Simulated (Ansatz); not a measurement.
# Si3Ge2H10: taking an electron away

Aim: the vertical ionisation energy of Si3Ge2H10, as cation minus neutral at the neutral's geometry, on several levels, and how well −ε(HOMO) stands in for it.

Method: unrestricted cation, the program's frozen cores in correlated methods; program: Ansatz 0.2.0, Gaussian basis.

Plan: UKS PBE-D4/def2-TZVPP; UKS r2SCAN-D4/def2-TZVPP; UKS PBE0-D4/def2-TZVPP; UKS B3LYP-D4/def2-TZVPP; UKS wB97X-V/def2-TZVPP; UKS wB97M-V/def2-TZVPP; UKS B2PLYP/def2-TZVPP; UHF-CCSD(T)/def2-TZVPP; UHF-MP2/def2-QZVPP; extrapolation to the limit; then −ε(HOMO) from the neutral's earlier runs with LDA (SPW92), PBE-D4, revPBE-D4, BLYP-D4, r2SCAN-D4, B97M-V, PBE0-D4, B3LYP-D4, r2SCANh-D4, r2SCAN0-D4, HSE06-D4, BHLYP-D4, CAM-B3LYP-D4, LC-ωPBE, ωB97X-V, ωB97M-V.

## (1) The relaxed structure

The geometry comes from an earlier relaxation with PBE0-D4 in a triple-zeta def2 set; it is a stationary point, not always the lowest conformer.

SMILES `[SiH2]1[SiH2][GeH2][SiH2][GeH2]1`, 15 atoms, charge 0, spin multiplicity 1.

Atoms are counted from 1 here; the program's logs count them from 0.

Bond lengths: Si1–Si2 2.338 Å, Si1–Ge5 2.388 Å, Si1–H6 1.488 Å, Si1–H7 1.490 Å, Si2–Ge3 2.388 Å, Si2–H8 1.490 Å, Si2–H9 1.488 Å, Ge3–Si4 2.395 Å, Ge3–H10 1.541 Å, Ge3–H11 1.539 Å, Si4–Ge5 2.395 Å, Si4–H12 1.488 Å, Si4–H13 1.488 Å, Ge5–H14 1.541 Å, Ge5–H15 1.539 Å. Angles: Si2–Si1–Ge5 102.8°, Si2–Si1–H6 114.1°, Si2–Si1–H7 109.0°, Ge5–Si1–H6 112.9°, Ge5–Si1–H7 108.9°, H6–Si1–H7 108.8°, Si1–Si2–Ge3 102.7°, Si1–Si2–H8 109.1°, Si1–Si2–H9 114.1°, Ge3–Si2–H8 108.9°, Ge3–Si2–H9 113.0°, H8–Si2–H9 108.8°, Si2–Ge3–Si4 104.9°, Si2–Ge3–H10 109.1°, Si2–Ge3–H11 112.9°, Si4–Ge3–H10 109.3°, Si4–Ge3–H11 112.5°, H10–Ge3–H11 108.1° and more.

## (2) Cation, UKS PBE-D4/def2-TZVPP

Input file in.yaml:

```yaml
crystal:
  periodic: [false, false, false]
  atoms:
    - {symbol: Si, position_ang: [-1.629935, 0.983019, 0.548253]}
    - {symbol: Si, position_ang: [-0.644770, -0.801984, 1.692544]}
    - {symbol: Ge, position_ang: [1.604504, -0.763915, 0.891824]}
    - {symbol: Si, position_ang: [1.426999, -0.119833, -1.407854]}
    - {symbol: Ge, position_ang: [-0.805228, 0.705781, -1.675657]}
    - {symbol: H, position_ang: [-3.116328, 1.002696, 0.617171]}
    - {symbol: H, position_ang: [-1.106099, 2.263570, 1.101834]}
    - {symbol: H, position_ang: [-1.290525, -2.073318, 1.259663]}
    - {symbol: H, position_ang: [-0.735290, -0.697753, 3.174245]}
    - {symbol: H, position_ang: [2.396092, 0.310869, 1.661435]}
    - {symbol: H, position_ang: [2.326691, -2.110529, 1.072243]}
    - {symbol: H, position_ang: [1.662771, -1.286072, -2.301675]}
    - {symbol: H, position_ang: [2.423925, 0.935611, -1.734539]}
    - {symbol: H, position_ang: [-1.655992, -0.353743, -2.402005]}
    - {symbol: H, position_ang: [-0.856814, 2.005589, -2.497472]}
basis:
  gaussian: {orbitals: def2-TZVPP}
total_charge: 1
magnetization: {spin_polarized: true, initial_magnetization: 1}
hamiltonian: {xc: pbe, dispersion: d4}
```

Further steps of the session: Cation, UKS r2SCAN-D4/def2-TZVPP; Cation, UKS PBE0-D4/def2-TZVPP; Cation, UKS B3LYP-D4/def2-TZVPP; Cation, UKS wB97X-V/def2-TZVPP; Cation, UKS wB97M-V/def2-TZVPP; Cation, UKS B2PLYP (frozen core)/def2-TZVPP; Cation, UHF-CCSD(T)/def2-TZVPP; Cation, UHF-MP2/def2-QZVPP.

**Question.** What will the summary of the whole plan be? Wanted: ionisation energy, CCSD(T)/CBS; nearest functional by difference; nearest −ε(HOMO); −ε(HOMO) of PBE; T1 of the cation.

As calculated:

| quantity | value |
| --- | --- |
| ionisation energy, CCSD(T)/CBS | 9.47 eV |
| nearest functional by difference | ωB97X-V (-0.03 eV) |
| nearest −ε(HOMO) | ωB97M-V (+0.05 eV) |
| −ε(HOMO) of PBE | 6.61 eV |
| T1 of the cation | 0.030 |

What this shows: By cation minus neutral, the functionals miss by 0.53 eV at most. The PBE orbital energy is 2.9 eV too small: a semilocal HOMO is no ionisation energy. Among orbital estimates ωB97M-V comes nearest. Hartree-Fock falls 0.75 eV short, as the neutral has more correlation energy than the cation. Correlated methods include outer-core shells of Ge, which these sets cover unevenly. With outer-core shells in play the reference is unsure by up to some tenths of an eV, so close misses can't be ranked.
